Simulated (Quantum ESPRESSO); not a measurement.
A calculation with Quantum ESPRESSO 7.5 of BeSi (ASE script, Cartesian positions):

The input run.py:

```python
import numpy as np
from ase.calculators.espresso import Espresso, EspressoProfile
from ase.io import read

atoms = read('BeSi.xyz')

input_data = {
    'control': {'calculation': 'scf', 'prefix': 'pwscf', 'outdir': './tmp', 'tprnfor': True, 'tstress': True, 'disk_io': 'nowf'},
    'system': {'ecutwfc': 55.0, 'ecutrho': 440.0, 'nbnd': 9, 'occupations': 'smearing', 'smearing': 'fd', 'degauss': 0.00367493},
    'electrons': {'conv_thr': 4e-10, 'electron_maxstep': 120, 'mixing_beta': 0.5},
}
pseudopotentials = {'Be': 'be_pbe_v1.4.uspp.F.UPF', 'Si': 'Si.pbe-n-rrkjus_psl.1.0.0.UPF'}
profile = EspressoProfile(command='pw.x', pseudo_dir='pseudo')
dft = Espresso(profile=profile, input_data=input_data, pseudopotentials=pseudopotentials, kpts=(9, 9, 9), koffset=(0, 0, 0))
atoms.calc = dft

print(f'energy {atoms.get_potential_energy():.8f} eV')
print('forces (eV/A)')
print(np.round(atoms.get_forces(), 6))
print('stress (eV/A^3, Voigt)')
print(np.round(atoms.get_stress(), 8))
print(f'Fermi level {dft.get_fermi_level():.4f} eV')
```

BeSi.xyz

```xyz
2
Lattice="2.9658259100 0.0000000000 0.0000000000 0.0000000000 2.9658259100 0.0000000000 0.0000000000 0.0000000000 2.9658259100" Properties=species:S:1:pos:R:3 pbc="T T T"
Be     1.4829129550      1.4829129550      1.4829129550
Si     0.0000000000      0.0000000000      0.0000000000
```

Potentials or basis: SSSP 1.3 efficiency PBE.

The run is started by

```console
$ OMP_NUM_THREADS=1 python run.py
```

The cell was built by a generator and needn't be a form met in nature.

Task: Write the same calculation in another form: native input, structure typed inline.

Result: As run:

Contents of pw.in:

```
&CONTROL
  calculation = 'scf'
  prefix = 'pwscf'
  outdir = './tmp'
  pseudo_dir = './pseudo'
  tprnfor = .true.
  tstress = .true.
  disk_io = 'nowf'
/
&SYSTEM
  ibrav = 0
  nat = 2
  ntyp = 2
  ecutwfc = 55
  ecutrho = 440
  nbnd = 9
  occupations = 'smearing'
  smearing = 'fd'
  degauss = 0.00367493
/
&ELECTRONS
  conv_thr = 4d-10
  electron_maxstep = 120
  mixing_beta = 0.5
/
ATOMIC_SPECIES
Be     9.0122 be_pbe_v1.4.uspp.F.UPF
Si    28.0850 Si.pbe-n-rrkjus_psl.1.0.0.UPF
CELL_PARAMETERS angstrom
   2.9658259100    0.0000000000    0.0000000000
   0.0000000000    2.9658259100    0.0000000000
   0.0000000000    0.0000000000    2.9658259100
ATOMIC_POSITIONS crystal
Be     0.5000000000    0.5000000000    0.5000000000
Si     0.0000000000    0.0000000000    0.0000000000
K_POINTS automatic
9 9 9 0 0 0
```

Potentials or basis: SSSP 1.3 efficiency PBE.

Run with:

```console
$ OMP_NUM_THREADS=1 pw.x -in pw.in > pw.out
```

Both were run:

|  | ASE script, Cartesian positions | native input, structure typed inline |
| --- | --- | --- |
| Pressure | -8.8 GPa | -8.8 GPa |
| Band gap on the k mesh | none (metal or under the smearing width) | none (metal or under the smearing width) |

Keys that steer only the numerical path or the files written may differ.
